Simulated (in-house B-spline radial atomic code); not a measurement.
# Ru⁴⁺: ionisation energy by several methods

Aim: the ionisation energy of Ru⁴⁺ by several methods, each as the difference of two self-consistent energies (Ru⁴⁺ and the next ion, [Kr] 4d3).

The numbers are computed with in-house B-spline radial atomic code version 1 (non-relativistic, several functionals, spin-polarised, exact exchange averaged over the configuration; spherical all-electron atom at the radial basis limit), except any that are marked as measured or tabulated.

## (1) Starting point

* element: ruthenium (Z = 44)
* charge: +4
* electrons: 40
* configuration: [Kr] 4d4
* nucleus: point

Outer shells as boxes (Hund's rule):

[Kr] 4d4
```
[Kr] core
4d [↑ ][↑ ][↑ ][↑ ][  ]
```

Where spins are not typed, each open shell is filled with up spins first.

## (2) M06-2X, a global hybrid

Input settings:

```ini
Z = 44
electrons = 40.0
configuration = [Kr] 4d4
hamiltonian = nr
method = m062x
spin_polarised = True
exact_exchange = averaged over the configuration
```

Command:

```sh
> python run_scf.py task.json out
```

task.json lists these runs, among others, and the program works through them in turn.

## (3) ωB97X, a range-separated hybrid

The settings differ from step 2 so:

```diff
@@ -4,3 +4,3 @@
 hamiltonian = nr
-method = m062x
+method = wb97x
 spin_polarised = True
```

## (4) B97-1, a global hybrid

The settings differ from step 3 so:

```diff
@@ -4,3 +4,3 @@
 hamiltonian = nr
-method = wb97x
+method = b97_1
 spin_polarised = True
```

## (5) B3LYP, a global hybrid

The settings differ from step 4 so:

```diff
@@ -4,3 +4,3 @@
 hamiltonian = nr
-method = b97_1
+method = b3lyp
 spin_polarised = True
```

## (6) PBE0, a global hybrid

The settings differ from step 5 so:

```diff
@@ -4,3 +4,3 @@
 hamiltonian = nr
-method = b3lyp
+method = pbe0
 spin_polarised = True
```

The tabulated ionisation energy is 59 ± 1.9 eV (tabulated theoretical; NIST Atomic Spectra Database). What does each method give, and which comes nearest?

As calculated:

| method | rung | total energy (hartree) | ΔSCF (eV) | −ε highest (eV) | ΔSCF less tabulated (eV) |
| --- | --- | --- | --- | --- | --- |
| M06-2X | global hybrid | -4440.3115 | 61.174 | 58.047 (4d up) | +2.174 |
| B97-1 | global hybrid | -4439.8809 | 61.379 | 55.453 (4d up) | +2.379 |
| B3LYP | global hybrid | -4440.0880 | 61.543 | 55.528 (4d up) | +2.543 |
| PBE0 | global hybrid | -4439.7276 | 61.654 | 56.088 (4d up) | +2.654 |
| ωB97X | range-separated hybrid | -4440.1409 | 61.242 | 58.331 (4d up) | +2.242 |

What this shows: Tables give 59 ± 1.9 eV (tabulated theoretical; NIST Atomic Spectra Database) for the ionisation energy. M06-2X misses by +2.174 eV, the least, and PBE0 by +2.654 eV (4.5 %), the most. All methods miss on the same side by much the same amount, which points to something that they share. These runs lack relativity altogether, which can outweigh the gaps between the methods, so the nearest may be so by luck. These runs leave out relativity, which matters at this nuclear charge. Open shells are averaged (over orientations, and over spins where the run is restricted), while tables refer to the lowest levels.
